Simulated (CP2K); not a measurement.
The system is PtSe.

```
Pt Se
1.0
     3.70187    0.00000    0.00000
    -1.85094    3.20591    0.00000
     0.00000    0.00000    3.61284
Pt Se
1 1
Direct
  0.00000 0.00000 0.00000
  0.66667 0.33333 0.50000
```

The cell comes from a database or a generator and needn't be the stable form of this composition.

Base run:

| Item | Value |
| --- | --- |
| Program | CP2K 2026.2 |
| Functional | PBEsol |
| Potentials or basis | GTH_POTENTIALS Pt GTH-PBE-q18, Se GTH-PBE-q6; DZVP-MOLOPT-SR-GTH basis |
| Density cutoff | 6123 eV |
| k mesh | 8 × 8 × 7 |
| Occupations | fermi-dirac, width 0.05 eV |
| Spin | no spin polarisation |

Its results: band gap on the k mesh none (metal or under the smearing width); pressure -15.4 GPa.

Problem. The run is repeated on the same cell with these changes: functional from PBEsol to PBE. What comes out?

Solution. Band gap on the k mesh none (metal or under the smearing width); pressure -11.1 GPa.

PBE binds less tightly than PBEsol, so the same cell stands under more pressure.

Caveats: the basis of atomic orbitals isn't converged, which shifts pressures, moduli and gaps; the potentials were made for another functional, which shifts forces and pressure (some runs).

Not every run made on this cell is shown here.
